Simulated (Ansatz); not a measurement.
# Zr3Ti2N5: the cost of one run

Computed with Ansatz 0.2.0 (DFT PBE, scalar-relativistic, plane waves, PAW, unless a step's input says otherwise).

### Step 1. The system as given

It takes space group I4/mmm (No. 139, tetragonal). Conventional cell: a = 3.174 Å, b = 3.174 Å, c = 22.305 Å, α = 90.00°, β = 90.00°, γ = 90.00°. Zr (site symmetry 4mm) is surrounded by 6 N at 2.20 to 2.35 Å. Zr (site symmetry 4/mmm) has 6 N at 2.24 to 2.33 Å in its first shell of neighbours. Around Ti (site symmetry 4mm) lie 6 N at 2.05 to 2.24 Å. N (site symmetry 4mm) is surrounded by 5 Ti at 2.05 to 2.24 Å and 1 Zr at 2.20 Å. N (site symmetry 4mm) is surrounded by 1 Ti at 2.23 Å and 5 Zr at 2.24 to 2.33 Å. N (site symmetry 4/mmm) has 6 Zr at 2.24 to 2.35 Å in its first shell of neighbours.

Coordinates:

```
CELL_PARAMETERS angstrom
-1.58687 1.58687 11.15272
1.58687 -1.58687 11.15272
1.58687 1.58687 -11.15272
ATOMIC_POSITIONS crystal
Zr 0.39476 0.39476 0.00000
Zr 0.00000 0.00000 0.00000
Zr 0.60524 0.60524 0.00000
Ti 0.79546 0.79546 0.00000
Ti 0.20454 0.20454 0.00000
N 0.70376 0.70376 0.00000
N 0.29624 0.29624 0.00000
N 0.89538 0.89538 0.00000
N 0.50000 0.50000 0.00000
N 0.10462 0.10462 0.00000
```

The start is the relaxed end of an invented cell (made as: elements ordered on the sites of the ZrN type, Ti/Zr on Zr (I4/mmm, No. 139)), taken up again for a closer look.

### Step 2. The guess as it stands, on a coarse mesh

Contents of input.yaml:

```yaml
crystal:
  lattice:
    - [-1.5868683, 1.5868683, 11.1527249]
    - [1.5868683, -1.5868683, 11.1527249]
    - [1.5868683, 1.5868683, -11.1527249]
  atoms:
    - { symbol: Zr, position: [0.394759, 0.394759, 0.0] }
    - { symbol: Zr, position: [0.0, 0.0, 0.0] }
    - { symbol: Zr, position: [0.605241, 0.605241, 0.0] }
    - { symbol: Ti, position: [0.795462, 0.795462, 0.0] }
    - { symbol: Ti, position: [0.204538, 0.204538, 0.0] }
    - { symbol: "N", position: [0.703758, 0.703758, 0.0] }
    - { symbol: "N", position: [0.296242, 0.296242, 0.0] }
    - { symbol: "N", position: [0.895384, 0.895384, 0.0] }
    - { symbol: "N", position: [0.5, 0.5, 0.0] }
    - { symbol: "N", position: [0.104616, 0.104616, 0.0] }
basis:
  ecutwfc: 420
kpoints:
  mp_grid: { grid: [8, 8, 8] }
hamiltonian:
  xc: pbe
scf:
  occupations: { method: gaussian, width: 0.1 }
  lower_state_search: "off"
output:
  forces: true
  stress: true
  eigenvalues: true
```

Started as:

```
$ ansatz run input.yaml --threads 4 --pin off --max-ram 8192MiB --backend cpu --events-out ev --progress --plain --runs-dir out
```

Q: Estimate wall time and peak memory on 4 threads of AMD EPYC 9R45 (Zen 5), shared host.

About 2.3 s, with a peak of 0.69 GiB.
